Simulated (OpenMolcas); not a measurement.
# Pt²⁺ with 6 ligands (fluoride): CASSCF and CASPT2 levels and susceptibility

Aim: the ligand-field states of Pt²⁺ in this surrounding, its lowest levels with spin-orbit coupling and its magnetic susceptibility.

Program: OpenMolcas 26.06. Level of theory: state-averaged CASSCF and CASPT2, spin-orbit coupling by RASSI with atomic mean-field integrals. These are calculated values, not measurements, unless marked.

**1. Starting point**

```
Species                           : Pt²⁺ (platinum, Z = 78, 76 electrons)
Basis                             : ANO-RCC-VTZP [8s7p5d3f1g], 168 functions with the ligands
Scalar Hamiltonian                : DKH2, point nucleus
Inactive shells                   : 1s 2s 2p 3s 3p 3d 4s 4p 4d 4f 5s 5p of the metal, and all ligand shells
Active space                      : 8 electrons in 5 orbitals (5d)
Some configurations of this space : 5d8
Orbitals                          : optimised for each spin and parity, averaged over all roots
```

Outer shells as boxes (Hund's rule):

5d8
```
5d [↑↓][↑↓][↑↓][↑ ][↑ ]
```

Pt²⁺ is taken with 6 ligands (fluoride) in trigonal prism coordination (D3h) at 2.06 Å, a polar angle of 49.6° against the regular 49.1°. A charge of +0.667 e stands 2.8 Å behind each ligand. Ligand basis ANO-RCC-VDZP. The distances are assumed, not relaxed.

```xyz
7

Pt    0.0000    0.0000    0.0000
F     1.5686    0.0000    1.3354
F    -0.7843    1.3584    1.3354
F    -0.7843   -1.3584    1.3354
F     1.5686    0.0000   -1.3354
F    -0.7843    1.3584   -1.3354
F    -0.7843   -1.3584   -1.3354
```

The work runs as a chain of OpenMolcas steps in one folder; each step below is one input file. Labels, J, g values, rates, χT and fits are worked out afterwards by a script from the matrices that RASSI stores.

**2. GATEWAY and SEWARD: basis and integrals**

a.inp reads:

```
&GATEWAY
Coord
7

Pt 0.0 0.0 0.0
F 1.568559 0.000000 1.335373
F -0.784280 1.358412 1.335373
F -0.784280 -1.358412 1.335373
F 1.568559 0.000000 -1.335373
F -0.784280 1.358412 -1.335373
F -0.784280 -1.358412 -1.335373
Basis=Pt.ANO-RCC-VTZP,F.ANO-RCC-VDZP
Group=NoSym
NoMove
AngMom=0.0 0.0 0.0
AMFI
RICD
XField
6 Angstrom 0
3.700581 0.000000 3.150443 0.666667
-1.850292 3.204797 3.150443 0.666667
-1.850292 -3.204797 3.150443 0.666667
3.700581 0.000000 -3.150443 0.666667
-1.850292 3.204797 -3.150443 0.666667
-1.850292 -3.204797 -3.150443 0.666667
&SEWARD
```

Started as:

```console
$ OMP_NUM_THREADS=1 MOLCAS_MEM=2457 MOLCAS_PROJECT=a pymolcas a.inp > a.log
```

**3. Reference wave functions, triplets, 10 roots**

a.inp reads:

```
&RASSCF
FileOrb=start.orb
Symmetry=1
Spin=3
nActEl=8 0 0
Inactive=64
Ras2=5
CIRoot=10 10 1
SDav=10
CIMx=300
Iter=150 100
PrWF=0.3
OrbListing=Nothing
MaxOrb=0
LevShft=1.0
>>> COPY $Project.JobIph JOB001
```

start.orb holds start orbitals that the driver prepared beforehand, or those of the step before.

**4. CASSCF: singlets, 15 roots**

a.inp reads:

```
&RASSCF
FileOrb=start.orb
Symmetry=1
Spin=1
nActEl=8 0 0
Inactive=64
Ras2=5
CIRoot=15 15 1
SDav=15
CIMx=300
Iter=150 100
PrWF=0.3
OrbListing=Nothing
MaxOrb=0
LevShft=1.0
>>> COPY $Project.JobIph JOB002
```

**5. State interaction with spin-orbit coupling**

a.inp reads:

```
&RASSI
NrOfJobIphs=2 10 15
1 2 3 4 5 6 7 8 9 10
1 2 3 4 5 6 7 8 9 10 11 12 13 14 15
IphNames
JOB001
JOB002
EJob
SpinOrbit
DIPRint=1.0
SOCoupling=1000.0
Subsets=2
Property=9
'ANGMOM' 1 'ANGMOM' 2 'ANGMOM' 3 'MLTPL  1' 1 'MLTPL  1' 2 'MLTPL  1' 3
'AMFI' 1 'AMFI' 2 'AMFI' 3
SOProperty=3
'ANGMOM' 1 'ANGMOM' 2 'ANGMOM' 3
```

**6. CASPT2: IPEA 0.25, imaginary shift 0.1 (30 orbitals frozen, the lowest in energy)**

a.inp reads:

```
>>> COPY JOB001 $Project.JobIph
&CASPT2
Multistate=10 1 2 3 4 5 6 7 8 9 10
NoMult
Frozen=30
IPEA=0.25
Imaginary=0.1
MaxIter=60
WThr=0.0 0.3 0.05
PrWF=0.5
NoMix
>>> COPY JOB002 $Project.JobIph
&CASPT2
Multistate=15 1 2 3 4 5 6 7 8 9 10 11 12 13 14 15
NoMult
Frozen=30
IPEA=0.25
Imaginary=0.1
MaxIter=60
WThr=0.0 0.3 0.05
PrWF=0.5
NoMix
```

(Steps that only read results are left out.)

Before running it: what results should come out? Wanted: spin-free ground state; first state of the same spin within the active space; lowest level; next level.

**Answer**, as computed:

```
                                            quantity                                                                                 value
                                              method  SS-CASPT2, IPEA 0.25, imaginary shift 0.1 (30 orbitals frozen, the lowest in energy)
                              spin-free ground state                                                       3A2, 1-fold in its orbital part
first state of the same spin within the active space                                                                     3A1 at 10800 cm⁻¹
                                        lowest level                                                                             1-fold A1
                                          next level                                                                           1336.7 cm⁻¹
                                         χT at 300 K                                                                        0.72 cm³ K/mol
                           effective moment at 300 K                                                                               2.41 μB
```

Cost by method:

```
                                                                                 method  time of its own steps  time with the reference
                                                                              A. CASSCF                   82 s                     82 s
B. SS-CASPT2, IPEA 0.25, imaginary shift 0.1 (30 orbitals frozen, the lowest in energy)                7.2 min                  8.6 min
```

Times are of one thread on a shared host.

**Reading.** The spin-free ground state (3A2) is 1-fold and keeps the highest spin of the shell. χT at 300 K is 0.72, against 1.00 cm³ K/mol for the spin alone, so spin-orbit coupling lowers it. CASPT2 does not keep the components of a term degenerate, and the means are used. The frozen orbitals are chosen by energy, so an outer shell of the metal can be frozen while a deeper shell elsewhere is correlated.
